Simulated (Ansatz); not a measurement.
A trace of molecular dynamics of a periodic cell of 14 atoms, TeH₂O₄ (host TeH2O4, host structure Pc).

These are results of DFT PBEsol, scalar-relativistic, plane waves, PAW (Ansatz 0.2.0), not measurements. Settings: accuracy low, cutoff 420 eV, k mesh 2x2x2, fermi-dirac smearing 0.05 eV, no spin polarisation.

```yaml
ensemble: NPT, Langevin
set_temperature: 500 K
friction: 0.01 /fs
pressure: 0 GPa
seed: 819324
```

```json
{"time (fs)": "0.0", "T (K)": "464", "potential energy less start (eV)": "0.000", "conserved less start (meV/atom)": "0.00", "P (GPa)": "-9.5", "volume (Å³)": "152.9"}
{"time (fs)": "6.0", "T (K)": "753", "potential energy less start (eV)": "1.446", "conserved less start (meV/atom)": "149.29", "P (GPa)": "-9.6", "volume (Å³)": "153.0"}
{"time (fs)": "12.0", "T (K)": "447", "potential energy less start (eV)": "1.909", "conserved less start (meV/atom)": "140.64", "P (GPa)": "-8.1", "volume (Å³)": "153.0"}
{"time (fs)": "18.0", "T (K)": "596", "potential energy less start (eV)": "2.657", "conserved less start (meV/atom)": "223.01", "P (GPa)": "-8.5", "volume (Å³)": "152.8"}
{"time (fs)": "24.0", "T (K)": "997", "potential energy less start (eV)": "1.824", "conserved less start (meV/atom)": "223.56", "P (GPa)": "-2.2", "volume (Å³)": "152.4"}
{"time (fs)": "30.0", "T (K)": "103719", "potential energy less start (eV)": "5.504", "conserved less start (meV/atom)": "14757.14", "P (GPa)": "127.7", "volume (Å³)": "152.5"}
{"time (fs)": "36.0", "T (K)": "84477", "potential energy less start (eV)": "9.107", "conserved less start (meV/atom)": "14592.48", "P (GPa)": "101.3", "volume (Å³)": "155.9"}
{"time (fs)": "42.0", "T (K)": "4666161", "potential energy less start (eV)": "14.255", "conserved less start (meV/atom)": "833184.48", "P (GPa)": "4806.2", "volume (Å³)": "187.7"}
```

Problem. Can this run be trusted? Judge the integration.

Solution. The conserved energy changed by up to 830000 meV per atom, so the integration failed: the time step of 3 fs is too long for the fastest motions that this run met, and the later frames carry no physical meaning. The cell's volume went from 153 to 298 Å³.

Run time: 2.3 min on 1 thread of Arm Neoverse V1, with other jobs on the host, peak memory 0.53 GiB.
